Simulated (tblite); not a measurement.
# C10H22S3: the cost of one run

Computed with tblite 0.8.0 (tight binding) and PySCF 2.14.0 (DFT, with response routines of our own); each step states its level. Atoms count from 0 throughout.

## Step 1: The starting structure

35 atoms, charge 0, multiplicity 1; geometry from: MMFF94s geometry. This is the first candidate.

Bonds of the start (Å): C0–H13 1.09, C0–H14 1.11, C0–H15 1.09, C0–S1 1.82, C10–H29 1.09, C10–H30 1.10, C10–H31 1.10, C12–H32 1.09, C12–H33 1.09, C12–H34 1.10, C2–C3 1.54, C2–C4 1.54, C2–H16 1.08, C3–H17 1.09, C3–H18 1.09, C3–H19 1.10, C4–C5 1.54, C4–H20 1.11, C4–H21 1.10, C5–C6 1.55, C5–H22 1.10, C5–S11 1.84, C6–C7 1.55, C6–H23 1.11 and more.

## Step 2: GFN2-xTB relaxation, isomer A, conformer 1

Job settings and geometry (Å):

```
{"job": {"xc": "GFN2-xTB", "basis": "xTB", "kind": "relax"}, "charge": 0, "multiplicity": 1}
C     -2.932800    -2.094900     1.585700
S     -2.846000    -0.677800     0.445600
C     -1.723600    -1.401200    -0.819100
C     -2.558000    -2.259500    -1.780800
C     -1.024000    -0.277500    -1.601800
C     -0.023800     0.562100    -0.787800
C      1.254700    -0.243400    -0.446900
C      2.256500     0.450400     0.516000
C      3.544100    -0.375500     0.607200
S      1.510300     0.609000     2.192900
C      2.550400     1.940200     2.838100
S      0.451200     2.044200    -1.775700
C     -0.960600     3.117300    -1.377500
H     -3.405400    -2.950600     1.095800
H     -3.554300    -1.804400     2.452300
H     -1.947600    -2.365500     1.954600
H     -0.989600    -2.026700    -0.324100
H     -3.331300    -1.691700    -2.288600
H     -1.912100    -2.706600    -2.533100
H     -3.038400    -3.093700    -1.240600
H     -1.794800     0.375800    -2.050900
H     -0.488000    -0.727400    -2.453400
H     -0.480800     0.932300     0.145700
H      0.967000    -1.218100    -0.003600
H      1.775100    -0.493500    -1.375300
H      2.488000     1.442800     0.145400
H      3.995900    -0.475300    -0.384400
H      3.353500    -1.379500     0.997300
H      4.284100     0.112100     1.246100
H      2.486700     2.827600     2.209100
H      3.601200     1.622500     2.917000
H      2.199500     2.212500     3.842000
H     -1.891300     2.675800    -1.743400
H     -1.010300     3.287900    -0.302100
H     -0.816900     4.082900    -1.889000
```

Run with:

```
$ OMP_NUM_THREADS=1 python ens_run.py task.json out
```

The driver reads the study from task.json and runs its stages one after another.

**Question.** How long does this first job take on 1 thread of Arm Neoverse V2, shared host?

About 3.9 s.
